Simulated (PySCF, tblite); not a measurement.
# C₄H₁₂Si₂: dynamics, then NMR shifts on frames

Aim: move C₄H₁₂Si₂ (`CC[SiH]1C[SiH2]C1`) away from its starting geometry and see how NMR shifts follow the geometry.

The runs use tblite 0.8.0 and PySCF 2.14.0, with density-fitted response routines of our own; the level of theory stands in each step. All values are computed, except where a source is named. Atoms count from 0, in the outputs and in this text.

**1. The molecule as given**

18 atoms, charge 0, multiplicity 1; geometry from: GFN2-xTB.

Bonds of the start (Å): C0–C1 1.52, C1–Si2 1.90, Si2–C3 1.92, C3–Si4 1.92, Si4–C5 1.92, C5–Si2 1.92, C0–H6 1.09, C0–H7 1.09, C0–H8 1.09, C1–H9 1.09, C1–H10 1.09, Si2–H11 1.47, C3–H12 1.09, C3–H13 1.09, Si4–H14 1.46, Si4–H15 1.47, C5–H16 1.09, C5–H17 1.09.

**2. Thermal motion with GFN2-xTB**

The job: settings as JSON, then the geometry in Å.

```
{"job": {"kind": "md", "xc": "GFN2-xTB", "basis": "xTB", "temperature": 300, "steps": 2000, "every": 50, "frames": 5}, "charge": 0, "multiplicity": 1}
C      2.699568     0.206120     0.118111
C      1.428235     0.093957     0.949784
Si     0.002047    -0.727071    -0.002146
C     -0.814606     0.398131    -1.328215
Si    -2.463185     0.470442    -0.348867
C     -1.672062    -0.708355     0.937914
H      3.045439    -0.779302    -0.185941
H      3.497200     0.687158     0.682809
H      2.518892     0.790454    -0.781174
H      1.124467     1.089957     1.276009
H      1.644401    -0.475062     1.854962
H      0.416324    -2.051842    -0.489571
H     -0.333000     1.360362    -1.483206
H     -0.904195    -0.061701    -2.308596
H     -3.618733    -0.081969    -1.058895
H     -2.795301     1.798801     0.173165
H     -1.633555    -0.322133     1.952875
H     -2.150695    -1.681631     0.996000
```

Method: GFN2-xTB Langevin dynamics, gas phase.

Started as:

```sh
$ OMP_NUM_THREADS=1 python probes_run.py task.json out
```

This one command runs all jobs of the session in turn.

Log:

```text
t/fs     T/K      E/eV
    0.0   254.5   -492.29479
   25.0   173.0   -491.91259
   50.0   173.1   -491.95238
   75.0   200.1   -491.81198
  100.0   230.8   -491.87466
  125.0   244.5   -491.79811
  150.0   234.3   -491.84713
  175.0   221.0   -491.69805
  200.0   211.8   -491.65601
  225.0   303.1   -491.65036
  250.0   327.3   -491.68432
  275.0   353.6   -491.64638
  300.0   331.4   -491.76687
  325.0   381.8   -491.80269
  350.0   411.4   -491.67898
  375.0   317.8   -491.57685
  400.0   339.7   -491.60848
  425.0   299.8   -491.58414
  450.0   351.1   -491.61628
  475.0   327.6   -491.45475
  500.0   325.9   -491.44691
  525.0   437.9   -491.66347
  550.0   260.6   -491.57683
  575.0   367.1   -491.78188
  600.0   366.5   -491.90900
  625.0   336.9   -491.80982
  650.0   273.7   -491.75895
  675.0   272.3   -491.83972
  700.0   374.9   -491.82482
  725.0   312.4   -491.70564
  750.0   336.0   -491.68958
  775.0   301.3   -491.66791
  800.0   274.1   -491.64020
  825.0   270.7   -491.66975
  850.0   343.7   -491.68182
  875.0   316.7   -491.62915
  900.0   238.6   -491.63820
  925.0   276.3   -491.61320
  950.0   287.2   -491.74395
  975.0   277.8   -491.71122
 1000.0   297.5   -491.76907
```

Run time: 16 s. Hardware: 1 thread of Intel Xeon Platinum 8488C, shared host.

Distance from the start (root mean square after alignment): 0 fs 0.00 Å, 200 fs 0.43 Å, 400 fs 0.53 Å, 600 fs 0.30 Å, 800 fs 0.32 Å, 1000 fs 0.55 Å.

Positions (Å) and forces (eV/Å) at 1000 fs:

```xyz
18

C     3.191   -1.221    1.176   -0.304   -0.301   -0.149
C     1.671   -1.034    1.396    0.056   -1.559   -1.031
Si    0.691   -0.695   -0.292    0.130   -0.427    1.326
C    -0.224    0.956   -0.608   -0.003    0.214    0.312
Si   -1.931    0.140   -0.433   -1.518    0.262   -1.352
C    -1.082   -1.434    0.103    0.844   -1.130   -0.542
H     3.312   -2.129    0.561    0.059    0.529    0.063
H     3.829   -1.378    2.051   -0.596    0.063    0.233
H     3.615   -0.371    0.660    0.011    0.143   -0.261
H     1.386   -0.349    2.174    0.225    0.329    0.170
H     1.290   -2.054    1.702    0.261    0.987   -0.029
H     1.408   -1.208   -1.493   -0.190    0.115    0.347
H    -0.166    1.747    0.128    0.572    0.133    0.093
H     0.012    1.375   -1.573   -0.090    0.258   -0.157
H    -2.423    0.015   -1.868    0.052    0.000    0.670
H    -3.106    0.665    0.342    0.689   -0.117   -0.155
H    -1.228   -1.730    1.137    0.017   -0.034    0.022
H    -1.270   -2.333   -0.519   -0.214    0.536    0.438
```

**3. NMR shieldings: 250 fs, PBE0/pcSseg-1**

The job: settings as JSON, then the geometry in Å.

```
{"job": {"kind": "nmr", "xc": "PBE0", "basis": "pcSseg-1", "pop": false}, "charge": 0, "multiplicity": 1}
C      2.720400    -0.352600     0.820800
C      1.264700    -0.152500     1.347700
Si    -0.137400    -0.904600     0.254600
C     -0.517000     0.067800    -1.309600
Si    -2.361800     0.095900    -1.057800
C     -2.029100    -0.530800     0.695900
H      2.944900    -1.404900     0.593200
H      3.293500     0.062100     1.594900
H      2.837600     0.278500    -0.018300
H      1.038800     0.947200     1.498200
H      1.190400    -0.716500     2.259300
H      0.275100    -2.378800     0.024500
H     -0.052300     1.085300    -1.262400
H     -0.171000    -0.386300    -2.212800
H     -3.083200    -0.849800    -1.832300
H     -2.924900     1.440400    -0.859800
H     -2.203000     0.276400     1.443900
H     -2.492000    -1.401700     1.181500
```

With the program's defaults for keys left out, this is: GIAO PBE0/pcSseg-1 NMR shielding, non-relativistic, gas phase.

Log:

```text
coarse grid: 15032 points
cycle   1  E = -738.0111756077  dE =  3.100e-01  |g| = 5.760e-01  |ddm| = 3.693e+00
cycle   2  E = -737.9587217774  dE =  5.245e-02  |g| = 7.141e-01  |ddm| = 1.209e+00
cycle   3  E = -738.0974534864  dE = -1.387e-01  |g| = 5.205e-02  |ddm| = 7.611e-01
cycle   4  E = -738.0980561106  dE = -6.026e-04  |g| = 2.583e-02  |ddm| = 8.623e-02
cycle   5  E = -738.0982273381  dE = -1.712e-04  |g| = 5.288e-03  |ddm| = 2.779e-02
cycle   6  E = -738.0982340870  dE = -6.749e-06  |g| = 1.371e-03  |ddm| = 6.709e-03
final grid: 133152 points
cycle   7  E = -738.1339168057  dE = -2.607e-05  |g| = 8.134e-03  |ddm| = 2.249e-02
cycle   8  E = -738.1339078481  dE =  8.958e-06  |g| = 9.982e-03  |ddm| = 1.641e-02
cycle   9  E = -738.1339340797  dE = -2.623e-05  |g| = 4.549e-04  |ddm| = 9.208e-03
cycle  10  E = -738.1339341160  dE = -3.623e-08  |g| = 1.836e-04  |ddm| = 5.560e-04
cycle  11  E = -738.1339341243  dE = -8.358e-09  |g| = 3.682e-05  |ddm| = 1.809e-04
cycle  12  E = -738.1339341246  dE = -2.829e-10  |g| = 1.490e-05  |ddm| = 5.950e-05
converged SCF energy = -738.1339341246

GIAO shielding tensors (ppm)
atom      isotropic    diamagn.    paramagn.     s11        s22        s33       span
  0 C      179.495     247.447     -67.953    167.673    180.792    190.019     22.346
  1 C      165.196     255.395     -90.199    156.832    168.050    170.707     13.875
  2 Si     337.098     881.701    -544.603    283.640    357.043    370.612     86.972
  3 C      189.279     259.024     -69.745    172.850    193.864    201.122     28.272
  4 Si     396.122     881.586    -485.464    372.773    390.754    424.840     52.067
  5 C      181.422     259.661     -78.239    156.024    187.287    200.955     44.930
  6 H       30.515      29.082       1.433     25.960     28.658     36.927     10.966
  7 H       30.949      28.963       1.986     24.967     29.093     38.786     13.819
  8 H       31.390      31.804      -0.414     26.573     30.625     36.972     10.398
  9 H       29.920      33.001      -3.081     25.492     29.440     34.829      9.337
 10 H       30.925      32.725      -1.800     26.166     30.544     36.066      9.900
 11 H       25.963      30.034      -4.071     23.157     25.001     29.731      6.574
 12 H       30.489      33.021      -2.533     26.416     29.019     36.032      9.616
 13 H       31.694      32.502      -0.808     27.109     28.640     39.335     12.226
 14 H       27.317      29.980      -2.663     24.198     25.059     32.693      8.495
 15 H       26.660      29.458      -2.798     23.296     24.291     32.392      9.095
 16 H       30.200      32.516      -2.316     26.942     27.751     35.907      8.965
 17 H       30.749      30.479       0.270     26.439     27.385     38.423     11.984
```

Wall time 21 s (1 thread of Intel Xeon Platinum 8488C, shared host); peak memory 0.81 GiB.

The references, computed at this level on geometries of the same kind, shield at (ppm): 1H TMS 31.72, 13C TMS 186.9, 29Si TMS 349.2. Their shielding less the atom's gives the shift. The references are single molecules in the gas phase. Each atom is listed at this fixed geometry, with no averaging over motion; a spectrum would average atoms that exchange fast.

```tsv
atoms	environment	σ (ppm)	δ (ppm)
C1	sp3 CH2 bonded to Si	165.2	21.7
C0	methyl carbon	179.5	7.4
C5	sp3 CH2 bonded to 2 Si	181.4	5.5
C3	sp3 CH2 bonded to 2 Si	189.3	-2.4
H11	hydrogen on a silicon bonded to 3 C, in a 4-membered ring	25.96	5.75
H15	hydrogen on a silicon bonded to 2 C, in a 4-membered ring	26.66	5.06
H14	hydrogen on a silicon bonded to 2 C, in a 4-membered ring	27.32	4.40
H9	hydrogen on an sp3 CH2 bonded to Si	29.92	1.80
H16	hydrogen on an sp3 CH2 bonded to 2 Si	30.20	1.52
H12	hydrogen on an sp3 CH2 bonded to 2 Si	30.49	1.23
H6	hydrogen on a methyl carbon	30.51	1.20
H17	hydrogen on an sp3 CH2 bonded to 2 Si	30.75	0.97
H10	hydrogen on an sp3 CH2 bonded to Si	30.93	0.79
H7	hydrogen on a methyl carbon	30.95	0.77
H8	hydrogen on a methyl carbon	31.39	0.33
H13	hydrogen on an sp3 CH2 bonded to 2 Si	31.69	0.02
Si2	silicon bonded to 3 C, H, in a 4-membered ring	337.1	12.1
Si4	silicon bonded to 2 C, 2 H, in a 4-membered ring	396.1	-47.0
```

Ring of atoms Si2, C3, Si4, C5: NICS(0) 1.6, NICS(1) -0.8, NICS(1)zz 5.9 ppm (means of both faces).

**4. Nuclear shieldings: 425 fs, PBE0/pcSseg-1**

The job: settings as JSON, then the geometry in Å.

```
{"job": {"kind": "nmr", "xc": "PBE0", "basis": "pcSseg-1", "pop": false}, "charge": 0, "multiplicity": 1}
C      3.104500    -1.059000     1.504000
C      1.644400    -0.725500     1.566200
Si     0.473400    -1.054900     0.134300
C     -0.028600     0.022400    -1.362900
Si    -1.910400     0.133000    -1.063100
C     -1.397300    -0.586000     0.644500
H      3.318400    -2.068700     1.250400
H      3.620000    -0.875100     2.524400
H      3.636700    -0.411400     0.789300
H      1.637900     0.315000     1.762100
H      1.343700    -1.254300     2.545500
H      0.568500    -2.444400    -0.250900
H      0.421500     1.017400    -1.358300
H      0.143200    -0.450300    -2.315000
H     -2.596100    -0.784700    -1.984700
H     -2.519500     1.421100    -1.188100
H     -1.343700     0.221700     1.334000
H     -2.074200    -1.360500     1.019700
```

Method: GIAO PBE0/pcSseg-1 NMR shielding, non-relativistic, gas phase.

Log:

```text
coarse grid: 15032 points
cycle   1  E = -737.9951070848  dE =  3.308e-01  |g| = 5.816e-01  |ddm| = 3.717e+00
cycle   2  E = -737.9258492713  dE =  6.926e-02  |g| = 7.570e-01  |ddm| = 1.263e+00
cycle   3  E = -738.0837722736  dE = -1.579e-01  |g| = 6.376e-02  |ddm| = 8.141e-01
cycle   4  E = -738.0847394159  dE = -9.671e-04  |g| = 2.872e-02  |ddm| = 9.689e-02
cycle   5  E = -738.0849473064  dE = -2.079e-04  |g| = 5.465e-03  |ddm| = 2.802e-02
cycle   6  E = -738.0849549319  dE = -7.626e-06  |g| = 1.296e-03  |ddm| = 7.666e-03
final grid: 133152 points
cycle   7  E = -738.1195524103  dE = -2.730e-05  |g| = 7.928e-03  |ddm| = 2.329e-02
cycle   8  E = -738.1195423122  dE =  1.010e-05  |g| = 1.002e-02  |ddm| = 1.648e-02
cycle   9  E = -738.1195689178  dE = -2.661e-05  |g| = 5.469e-04  |ddm| = 9.302e-03
cycle  10  E = -738.1195689706  dE = -5.278e-08  |g| = 2.653e-04  |ddm| = 7.563e-04
cycle  11  E = -738.1195689888  dE = -1.820e-08  |g| = 4.084e-05  |ddm| = 2.563e-04
cycle  12  E = -738.1195689891  dE = -3.517e-10  |g| = 1.355e-05  |ddm| = 6.058e-05
converged SCF energy = -738.1195689891

GIAO shielding tensors (ppm)
atom      isotropic    diamagn.    paramagn.     s11        s22        s33       span
  0 C      170.668     241.525     -70.857    156.815    169.983    185.206     28.392
  1 C      172.527     251.088     -78.561    156.005    178.555    183.020     27.015
  2 Si     367.810     880.525    -512.716    303.942    369.052    430.436    126.494
  3 C      184.271     257.269     -72.998    146.773    194.650    211.390     64.617
  4 Si     400.450     881.696    -481.246    334.363    428.381    438.608    104.245
  5 C      173.993     257.634     -83.641    129.666    189.368    202.946     73.281
  6 H       30.891      27.645       3.246     26.422     29.319     36.931     10.509
  7 H       28.883      24.357       4.526     24.022     26.444     36.182     12.160
  8 H       30.202      27.813       2.389     25.634     28.552     36.420     10.786
  9 H       30.997      34.453      -3.456     25.565     31.929     35.498      9.932
 10 H       28.812      29.477      -0.665     22.361     29.500     34.575     12.214
 11 H       27.327      30.768      -3.441     23.515     26.622     31.844      8.329
 12 H       30.643      32.323      -1.679     26.087     29.277     36.565     10.478
 13 H       30.764      31.456      -0.692     25.223     28.416     38.652     13.429
 14 H       27.407      30.306      -2.899     24.389     25.495     32.337      7.949
 15 H       27.728      30.473      -2.746     24.511     25.291     33.381      8.870
 16 H       31.081      34.071      -2.990     27.030     30.884     35.330      8.300
 17 H       30.370      30.654      -0.285     24.867     27.783     38.458     13.591
```

Wall time 21 s (1 thread of Intel Xeon Platinum 8488C, shared host); peak memory 0.82 GiB.

Key values: δ C0 16.3, C1 14.4, C5 12.9, C3 2.7, H11 4.39, H14 4.31 ppm.

(Part 1 of 2 ends here.)
